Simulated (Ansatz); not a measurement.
# CH4BF2NO: small, medium and large basis sets

The task here is to estimate one member of a computed series from the others.

The runs use Ansatz 0.2.0, Gaussian basis; one geometry, several basis sets.

The runs, in order: PBE0-D4/def2-SVP; ωB97M-V/def2-SVP; PBE0-D4/def2-QZVPP; ωB97M-V/def2-QZVPP; the functionals' def2-TZVPP values are taken from earlier runs.

## The geometry

All runs share one geometry, relaxed beforehand with PBE0-D4 in a triple-zeta def2 set.

10 atoms, charge 0, spin multiplicity 1.

Atoms are counted from 1 here; the program's logs count them from 0.

Bond lengths: N1–C2 1.303 Å, N1–H7 1.014 Å, N1–H8 1.010 Å, C2–O3 1.303 Å, C2–B5 1.658 Å, O3–H9 0.969 Å, F4–B5 1.383 Å, B5–F6 1.416 Å, B5–H10 1.224 Å. Angles: C2–N1–H7 114.5°, C2–N1–H8 125.7°, H7–N1–H8 119.8°, N1–C2–O3 120.6°, N1–C2–B5 117.7°, O3–C2–B5 121.5°, C2–O3–H9 113.9°, C2–B5–F4 109.0°, C2–B5–F6 103.2°, C2–B5–H10 105.5°, F4–B5–F6 112.2°, F4–B5–H10 114.2°, F6–B5–H10 111.9°.

Set-up of the first run:

Contents of in.yaml:

```yaml
crystal:
  periodic: [false, false, false]
  atoms:
    - {symbol: N, position_ang: [-0.203291, -1.246618, -0.302411]}
    - {symbol: C, position_ang: [0.087444, -0.165499, 0.365172]}
    - {symbol: O, position_ang: [0.485994, -0.236662, 1.603485]}
    - {symbol: F, position_ang: [-0.790274, 2.152329, 0.273381]}
    - {symbol: B, position_ang: [0.013413, 1.281362, -0.440314]}
    - {symbol: F, position_ang: [-0.556023, 0.927515, -1.687465]}
    - {symbol: H, position_ang: [-0.519798, -1.082357, -1.251401]}
    - {symbol: H, position_ang: [-0.141386, -2.191210, 0.050141]}
    - {symbol: H, position_ang: [0.532420, -1.140288, 1.949226]}
    - {symbol: H, position_ang: [1.174700, 1.650230, -0.556915]}
basis:
  gaussian: {orbitals: def2-SVP}
hamiltonian: {xc: pbe0, dispersion: d4}
output: {orbitals: {seedname: orbitals}}
```

Among the steps run: PBE0-D4 in def2-SVP; ωB97M-V in def2-SVP; PBE0-D4 in def2-QZVPP; ωB97M-V in def2-QZVPP.

One table of the session follows, with a row left open; its other results are not shown here.

It belongs to the step «Functionals by basis». 

```
functional       basis  HOMO (eV)
   PBE0-D4    def2-SVP      -7.29
   PBE0-D4  def2-TZVPP      -7.55
   PBE0-D4  def2-QZVPP          ?
   ωB97M-V    def2-SVP      -9.60
   ωB97M-V  def2-TZVPP      -9.91
   ωB97M-V  def2-QZVPP      -9.95
```

Estimate the missing values for PBE0-D4, def2-QZVPP.

**Answer.** HOMO (eV): -7.60. In the column «HOMO (eV)» it lies between ωB97M-V, def2-SVP (-9.60) and PBE0-D4, def2-TZVPP (-7.55).
